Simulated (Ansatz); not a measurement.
# NaI: the cost of one run

Program: Ansatz 0.2.0. Level of theory: reference: DFT, r2SCAN, plane waves, PAW. These are calculated values, not measurements.

1 further run of the same task is left out (it didn't finish).

## 1. The system as given

It takes space group Fm-3m (No. 225, cubic). Conventional cell: a = 6.459 Å, b = 6.459 Å, c = 6.459 Å, α = 90.00°, β = 90.00°, γ = 90.00°. Na (site symmetry m-3m) has 6 I at 3.23 Å as nearest neighbours. I (site symmetry m-3m) has 6 Na at 3.23 Å as nearest neighbours.

As a file:

```cif
data_structure
_symmetry_space_group_name_H-M 'Fm-3m'
_symmetry_Int_Tables_number 225
_cell_length_a 6.4593
_cell_length_b 6.4593
_cell_length_c 6.4593
_cell_angle_alpha 90.000
_cell_angle_beta 90.000
_cell_angle_gamma 90.000
_cell_volume 269.49
loop_
_atom_site_label
_atom_site_type_symbol
_atom_site_symmetry_multiplicity
_atom_site_Wyckoff_symbol
_atom_site_fract_x
_atom_site_fract_y
_atom_site_fract_z
_atom_site_occupancy
Na1 Na 4 a 0.00000 0.00000 0.00000 1
I1 I 4 b 0.50000 0.00000 0.00000 1
```

## 2. Reference

File input.yaml:

```yaml
crystal:
  lattice:
    - [0.0, 3.2296282834, 3.2296282834]
    - [3.2296282834, 0.0, 3.2296282834]
    - [3.2296282834, 3.2296282834, 0.0]
  atoms:
    - { symbol: Na, position: [0.0, 0.0, 0.0] }
    - { symbol: I, position: [0.5, 0.5, 0.5] }
kpoints:
  mp_grid: { grid: [6, 6, 6] }
hamiltonian:
  xc: r2scan
scf:
  occupations: { method: fixed }
  n_extra_bands: 4
output:
  forces: true
  stress: true
  eigenvalues: true
```

Run with:

```sh
$ ansatz run input.yaml --threads 4 --pin off --max-ram 3686MiB --backend cpu --events-out ev --progress --plain --runs-dir out
```

**Question.** How long does this run take on 4 threads of Arm Neoverse N1, shared host, and how much memory does it need?

About 2.1 s, with a peak of 0.52 GiB.
